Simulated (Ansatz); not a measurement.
# GeH2 (singlet): wave-function methods side by side, aug-cc-pVTZ

One table from this session's results is given with a row withheld; the runs are named, their logs left out.

Computed with Ansatz 0.2.0, Gaussian basis. Level: aug-cc-pVTZ, core rule «outside noble gas», up to 14 orbitals frozen.

Plan: UHF; CCSD(T) on RHF; CCSD(T) on UHF; BCCD(T) on RHF; CCSDT(Q) on RHF; CCSDT(Q) on UHF; CASSCF and MRCISD+Q, 6 electrons in 6 orbitals; CASSCF and NEVPT4(SD), 6 electrons in 6 orbitals; CASSCF and NEVPT2, 6 electrons in 6 orbitals.

5 further runs of the same task are left out: 5 set aside as unsound or not needed.

### The geometry

The geometry is a PBE0/def2-TZVPD stationary point (not a proven minimum) of the parent state, kept for this charge and spin. No spin-orbit coupling is included. The filled d shell of Ge may be among the frozen orbitals whatever the setting's name suggests; the logs give the count.

3 atoms, charge 0, spin multiplicity 1.

Atoms are counted from 1 here; the program's logs count them from 0.

Bond lengths: Ge1–H2 1.624 Å, Ge1–H3 1.624 Å. Angles: H2–Ge1–H3 91.0°.

Set-up of the first run:

The input, in.yaml:

```yaml
crystal:
  periodic: [false, false, false]
  atoms:
    - {symbol: Ge, position_ang: [0.000000, -0.030750, 0.000000]}
    - {symbol: H, position_ang: [0.000000, 1.108044, -1.158429]}
    - {symbol: H, position_ang: [0.000000, 1.108039, 1.158434]}
basis:
  gaussian: {orbitals: aug-cc-pVTZ}
magnetization: {spin_polarized: true, initial_magnetization: 0}
hamiltonian: {xc: hf}
output: {orbitals: {seedname: orbitals}}
```

Started as:

```
$ ansatz run in.yaml --threads 1 --pin off --events-out ev --progress --plain --max-ram 2816MiB --backend cpu
```

Among the steps run: UHF; CCSD(T) on RHF; CCSD(T) on UHF; BCCD(T) on RHF; CCSDT(Q) on RHF; CCSDT(Q) on UHF; CASSCF and MRCISD+Q, 6 electrons in 6 orbitals; CASSCF and NEVPT4(SD), 6 electrons in 6 orbitals; CASSCF and NEVPT2, 6 electrons in 6 orbitals.

One table of the session follows, with a row left open; its other results are not shown here.

It belongs to the step «Misses and costs». 

```
            method  from RCCSDT(Q) (meV)
               RHF               +3675.5
               UHF               +3642.6
              RMP2                +797.3
             RCCSD                +117.7
          RCCSD(T)                 +22.2
           BCCD(T)                 +22.0
            RCCSDT                  +3.7
         RCCSDT(Q)                     0
    CASSCF valence               +2296.8
    NEVPT2 valence                +659.8
NEVPT4(SD) valence                +116.7
    MRCISD valence                     ?
  MRCISD+Q valence                 +12.7
```

Estimate the missing values for MRCISD valence.

As computed: from RCCSDT(Q) (meV): +114.9. In the column «from RCCSDT(Q) (meV)» it lies between RCCSD(T) (+22.2) and NEVPT4(SD) valence (+116.7).

Not comparable, so not listed: CCSD(T) on UHF; CCSDT(Q) on UHF (they don't share determinant, frozen orbitals or solution with the rows shown, or repeat one).

Limits of these values: Warnings: restricted reference is unstable; spin contamination.
